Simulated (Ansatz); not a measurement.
# W (W (111), 5 layers): a single-point run

Aim: a sound single-point run of W (W (111), 5 layers). The structure is shown as the input types it.

Method: DFT, PBE, PAW with Ansatz's default frozen-core files, scalar-relativistic, in Ansatz 0.2.0.

## (1) The structure to begin with

It takes space group P-3m1 (No. 164, trigonal). The conventional cell has a = 4.502 Å, b = 4.502 Å, c = 19.676 Å, α = 90.00°, β = 90.00°, γ = 120.00°. W (site symmetry 3m) has 4 W at 2.76 Å as nearest neighbours. W (site symmetry 3m) is surrounded by 7 W at 2.76 Å. W (site symmetry -3m) has 6 W at 2.76 Å as nearest neighbours.

As a file:

```cif
data_structure
_symmetry_space_group_name_H-M 'P-3m1'
_symmetry_Int_Tables_number 164
_cell_length_a 4.5020
_cell_length_b 4.5020
_cell_length_c 19.6759
_cell_angle_alpha 90.000
_cell_angle_beta 90.000
_cell_angle_gamma 120.000
_cell_volume 345.37
loop_
_atom_site_label
_atom_site_type_symbol
_atom_site_symmetry_multiplicity
_atom_site_Wyckoff_symbol
_atom_site_fract_x
_atom_site_fract_y
_atom_site_fract_z
_atom_site_occupancy
W1 W 2 d 0.33333 0.66667 0.40659 1
W2 W 2 d 0.66667 0.33333 0.45329 1
W3 W 1 b 0.00000 0.00000 0.50000 1
```

## (2) Input and run

Input file input.yaml:

```yaml
crystal:
  lattice:
    - [4.5020337152, 0.0, 0.0]
    - [-2.2510168576, 3.898875566, 0.0]
    - [0.0, 0.0, 19.6759]
  atoms:
    - { symbol: W, position: [0.833333333, 0.166666667, 0.4065888947] }
    - { symbol: W, position: [0.166666667, 0.833333333, 0.4532944472] }
    - { symbol: W, position: [0.5, 0.5, 0.5] }
    - { symbol: W, position: [0.833333333, 0.166666667, 0.5467055528] }
    - { symbol: W, position: [0.166666667, 0.833333333, 0.5934111053] }
kpoints:
  mp_grid: { grid: [9, 9, 1] }
scf:
  occupations: { method: fermi_dirac, width: 0.08 }
  max_iter: 75
hamiltonian:
  xc: pbe
  pseudopotentials: { kind: paw }
output:
  FORCES: true
  stress: true
  eigenvalues: true
  populations: true
efield:
  axis: 3
  amplitude: 0
  dipole_correction: true
```

Run with:

```console
$ ansatz run input.yaml --threads 2 --pin off --max-ram 4096MiB --backend cpu --events-out ev --progress --plain --runs-dir out
```

What happens when this is run?

The run ended at the input check. The line that matters: «line 21 column 3: unknown field `FORCES`, expected one of write_density, write_potential, write_potential_components, volumetric_format, ...»

Look at the input: output.FORCES is true. One keyword is written wrongly, so the input can't be read.

The cure: write the keyword in its listed form.
